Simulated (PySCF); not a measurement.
# FH3IPSi: the cost of one run

Computed with PySCF 2.14.0 and routines of our own; the level stands in each step. Atoms count from 0.

## 1. The system as given

7 atoms, charge 0, multiplicity 1; geometry from: GFN2-xTB.

## 2. Optimising the geometry at PBE0-D3(BJ)/def2-SVP

The job: settings as JSON, then the geometry in Å.

```
{"job": {"xc": "PBE0", "basis": "def2-SVP", "d3": "d3bj", "grid": 1, "maxiter": 30, "shake": 0.01, "kind": "geom"}, "charge": 0, "multiplicity": 1}
F      1.173170    -1.675660    -0.567220
Si     0.674600    -0.318770     0.175930
P     -1.570010    -0.330830     0.181490
I      1.785190     1.517860    -1.082280
H      1.314880    -0.366740     1.466550
H     -1.657020     0.896110     0.836570
H     -1.686880     0.248930    -1.060970
```

Run with:

```
OMP_NUM_THREADS=1 python heavy_run.py task.json out
```

One launch serves the whole session: the jobs run in the order shown.

**Question.** How long does this first job take on 1 thread of Arm Neoverse V2, shared host, and how much memory does it need?

About 33 s, with a peak of 0.39 GiB.
